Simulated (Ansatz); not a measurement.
# AlAs (triplet): from Hartree-Fock to the top rungs at distance Al1–As2 = 3.747 Å, cc-pVDZ

How much of the correlation energy of AlAs (triplet) does each wave-function method recover here?

Program: Ansatz 0.2.0, Gaussian basis. Level of theory: cc-pVDZ, core rule «outside noble gas», up to 19 orbitals frozen. These are calculated values, not measurements.

Plan: UHF; CCSD(T) on ROHF; CCSD(T) on UHF; BCCD(T) on ROHF; CISD as a restricted active space (open shells left free, so some higher excitations enter); CCSDT(Q) on ROHF; CCSDT(Q) on UHF; CCSDTQ on ROHF; CCSDTQ on UHF; CASSCF and MRCISD+Q, 4 electrons in 4 orbitals; CASSCF and NEVPT2, 4 electrons in 4 orbitals; CASSCF and MRCISD+Q, 8 electrons in 8 orbitals; CASSCF and NEVPT2, 8 electrons in 8 orbitals; Full CI.

2 further runs of the same task are left out: 2 for a known fault of the program. Runs told in other sessions of the task aren't counted.

## Step 1: The geometry

The geometry derives from a PBE0/def2-TZVP stationary point (not a proven minimum). One bond is set to the value named and the two fragments are kept rigid. No spin-orbit coupling is included. The filled d shell of As may be among the frozen orbitals whatever the setting's name suggests.

2 atoms, charge 0, spin multiplicity 3.

Atoms are counted from 1 here; the program's logs count them from 0.

No contacts short enough for the rule that draws bonds.

Coordinates:

| atom | x (Å) | y (Å) | z (Å) |
| --- | --- | --- | --- |
| Al1 | 0.00000 | 0.00000 | 0.00000 |
| As2 | 0.00000 | 0.00000 | 3.74700 |

## Step 2: UHF

in.yaml

```yaml
crystal:
  periodic: [false, false, false]
  atoms:
    - {symbol: Al, position_ang: [0.000000, 0.000000, 0.000000]}
    - {symbol: As, position_ang: [0.000000, 0.000000, 3.747000]}
basis:
  gaussian: {orbitals: cc-pVDZ}
magnetization: {spin_polarized: true, initial_magnetization: 2}
hamiltonian: {xc: hf}
output: {orbitals: {seedname: orbitals}}
```

Launch:

```
$ ansatz run in.yaml --threads 1 --pin off --events-out ev --progress --plain --max-ram 2560MiB --backend cpu
```

The runs that follow: CCSD(T) on ROHF; CCSD(T) on UHF; BCCD(T) on ROHF; CISD as a restricted active space (open shells left free, so some higher excitations enter); CCSDT(Q) on ROHF; CCSDT(Q) on UHF; CCSDTQ on ROHF; CCSDTQ on UHF; CASSCF and MRCISD+Q, 4 electrons in 4 orbitals; CASSCF and NEVPT2, 4 electrons in 4 orbitals; CASSCF and MRCISD+Q, 8 electrons in 8 orbitals; CASSCF and NEVPT2, 8 electrons in 8 orbitals; Full CI.

Q: Predict the results of all the runs planned. Wanted: FCI from the RHF energy; RMP2 from FCI; UMP2 from FCI; RCCSD from FCI; RCCSD(T) from FCI; UCCSD(T) from FCI; RCCSDT(Q) from FCI; UCCSDT(Q) from FCI; NEVPT2 pair from FCI.

As calculated:

| quantity | value |
| --- | --- |
| FCI from the ROHF energy | -4.4096 eV |
| RMP2 from FCI | +1359.1 meV |
| UMP2 from FCI | +1080.0 meV |
| RCCSD from FCI | +260.1 meV |
| RCCSD(T) from FCI | +75.0 meV |
| UCCSD(T) from FCI | +89.4 meV |
| RCCSDT(Q) from FCI | +0.2 meV |
| UCCSDT(Q) from FCI | -4.9 meV |
| NEVPT2 pair from FCI | +845.2 meV |
| MRCISD+Q pair from FCI | -55.6 meV |
| NEVPT2 valence from FCI | +663.3 meV |
| levels within 1 kcal/mol (43 meV) | RCCSDT, UCCSDT, RCCSDT(Q), UCCSDT(Q), RCCSDTQ, UCCSDTQ, MRCISD+Q valence |
| T1 diagnostic | 0.095 |
| effectively unpaired electrons | 2.70 |

What this shows: RCCSD(T) misses by +75.0 meV, 1.7 % of the correlation energy. UCCSDT(Q), UCCSDTQ, MRCISD+Q pair, MRCISD+Q valence fall below full CI: unrestricted runs freeze a spin-polarised core, another one than full CI's, and coupled cluster isn't variational. The occupations show static correlation (2.70 effectively unpaired electrons where one determinant has 2). Of the multireference levels listed MRCISD+Q valence comes nearest in total energy (-8.7 meV), which doesn't show that its space is the better one. These misses are within one basis, not against nature; the frozen cores of restricted and unrestricted runs differ, which can shift their rows.

Levels on UHF freeze UHF's core orbitals, full CI those of ROHF, so the U rows can settle a little off it for that reason alone.

With open shells the CI space here admits some higher excitations, so it is larger than plain CISD.
